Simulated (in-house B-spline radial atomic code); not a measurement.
**Lu³⁺: excited configurations**

Wanted: excitation energies of Lu³⁺ as differences of total energies (ΔSCF).

Program: in-house B-spline radial atomic code version 1. Level of theory: scalar-relativistic (spin-free one-electron X2C) BP86, spin-polarised, spherical fractional occupations, Fermi nucleus, basis-set limit. These are calculated values, not measurements, unless marked.

## (1) The atom as given

- element: lutetium (Z = 71)
- charge: +3
- electrons: 68
- configuration: [Xe] 4f14
- Hamiltonian: scalar-relativistic (X2C)
- nucleus: Fermi, rms radius 5.370 fm

The outer shells:

[Xe] 4f14
```
[Xe] core
4f [↑↓][↑↓][↑↓][↑↓][↑↓][↑↓][↑↓]
```

Where spins are not typed, each open shell is filled with up spins first.

Settings, as recorded:

```ini
Z = 71
electrons = 68.0
configuration = [Xe] 4f14
hamiltonian = x2c
method = b88,p86
spin_polarised = True
nucleus = fermi
rms_radius = 5.37
mass_number = 175
atomic_mass = 174.940777211
speed_of_light = 137.035999084
```

From the earlier run of the reference: total energy -14563.975563 hartree. Levels, eight at most:

```csv
orbital,occupation,energy (eV),<r> (bohr)
4d down,5,-218.07,0.5480
4d up,5,-218.07,0.5480
5s down,1,-87.579,1.167
5s up,1,-87.579,1.167
5p down,3,-58.122,1.368
5p up,3,-58.122,1.368
4f down,7,-36.286,0.7164
4f up,7,-36.286,0.7164
```

## (2) Run with 1s2 2s2 2p6 3s2 3p6 3d10 4s2 4p6 4d10 4f6,7 5s2 5p6 6p0,1

In configurations, two counts after a shell (as in p1,2) give the electrons with spin up and with spin down.

Settings, as recorded:

```ini
Z = 71
electrons = 68.0
configuration = 1s2 2s2 2p6 3s2 3p6 3d10 4s2 4p6 4d10 4f6,7 5s2 5p6 6p0,1
hamiltonian = x2c
method = b88,p86
spin_polarised = True
nucleus = fermi
rms_radius = 5.37
mass_number = 175
atomic_mass = 174.940777211
speed_of_light = 137.035999084
```

## (3) 1s2 2s2 2p6 3s2 3p6 3d10 4s2 4p6 4d10 4f6,7 5s2 5p6 6f1,0

The settings differ from step 2 so:

```diff
@@ -2,3 +2,3 @@
 electrons = 68.0
-configuration = 1s2 2s2 2p6 3s2 3p6 3d10 4s2 4p6 4d10 4f6,7 5s2 5p6 6p0,1
+configuration = 1s2 2s2 2p6 3s2 3p6 3d10 4s2 4p6 4d10 4f6,7 5s2 5p6 6f1,0
 hamiltonian = x2c
```

## (4) 1s2 2s2 2p6 3s2 3p6 3d10 4s2 4p6 4d10 4f14 5s2 5p3,2 6d1,0

The settings differ from step 3 so:

```diff
@@ -2,3 +2,3 @@
 electrons = 68.0
-configuration = 1s2 2s2 2p6 3s2 3p6 3d10 4s2 4p6 4d10 4f6,7 5s2 5p6 6f1,0
+configuration = 1s2 2s2 2p6 3s2 3p6 3d10 4s2 4p6 4d10 4f14 5s2 5p3,2 6d1,0
 hamiltonian = x2c
```

## (5) Run with 1s2 2s2 2p6 3s2 3p6 3d10 4s2 4p6 4d10 4f7,6 5s2 5p6 5f0,1

The settings differ from step 4 so:

```diff
@@ -2,3 +2,3 @@
 electrons = 68.0
-configuration = 1s2 2s2 2p6 3s2 3p6 3d10 4s2 4p6 4d10 4f14 5s2 5p3,2 6d1,0
+configuration = 1s2 2s2 2p6 3s2 3p6 3d10 4s2 4p6 4d10 4f7,6 5s2 5p6 5f0,1
 hamiltonian = x2c
```

How far above the reference does each configuration lie (order and size, in eV)?

The runs gave:

| net move | configuration | 2|M_S|+1 | energy above the reference (eV) | largest <r> (bohr) |
| --- | --- | --- | --- | --- |
| 4f → 6p, spins typed | 1s2 2s2 2p6 3s2 3p6 3d10 4s2 4p6 4d10 4f6,7 5s2 5p6 6p0,1 | 3 | 22.167 | 3.27 |
| 4f → 5f, spins typed | 1s2 2s2 2p6 3s2 3p6 3d10 4s2 4p6 4d10 4f7,6 5s2 5p6 5f0,1 | 1 | 32.284 | 4.19 |
| 4f → 6f, spins typed | 1s2 2s2 2p6 3s2 3p6 3d10 4s2 4p6 4d10 4f6,7 5s2 5p6 6f1,0 | 1 | 36.998 | 7.24 |
| 5p → 6d, spins typed | 1s2 2s2 2p6 3s2 3p6 3d10 4s2 4p6 4d10 4f14 5s2 5p3,2 6d1,0 | 3 | 49.190 | 4.52 |

**Reading.** The lowest of them is 4f → 6p, spins typed at 22.167 eV and the highest 5p → 6d, spins typed at 49.190 eV. The reference has 2|M_S|+1 = 1; 2 of the configurations differ from it in spin. These are spherical averages at the typed spins, not spectroscopic levels.
